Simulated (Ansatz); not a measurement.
HfB:

```
Hf B
1.0
     0.00000    2.31000    2.31000
     2.31000    0.00000    2.31000
     2.31000    2.31000    0.00000
Hf B
1 1
Direct
  0.50000 0.50000 0.50000
  0.00000 0.00000 0.00000
```

Base run:

```yaml
Program: Ansatz 0.2.0
Functional: PBE
Potentials_or_basis: Ansatz PAW
Cutoff: 420 eV
Density_cutoff: 1680 eV
k_mesh: 10 × 10 × 10
Occupations: fermi-dirac, width 0.05 eV
Spin: no spin polarisation
```

Its results: band gap on the k mesh none (metal or under the smearing width); pressure 29.6 GPa.

Task: The run is repeated on the same cell with these changes: functional from PBE to PBEsol; occupations from fermi-dirac, width 0.05 eV to cold, width 0.025 eV. What comes out?

Result: Band gap on the k mesh none (metal or under the smearing width); pressure 23.0 GPa.

Caveats: a pressure of tens of GPa on the cell as given is suspect, and the run, the potentials or the cell itself is likely at fault (some runs); so large a pressure means that the cell lies far from this level's equilibrium, or that cutoff or potentials fall short (some runs); the PAW data sets come from PBE, with cores solved anew for the run's functional, which leaves a small shift of forces and pressure (some runs).

Not every run made on this cell is shown here.
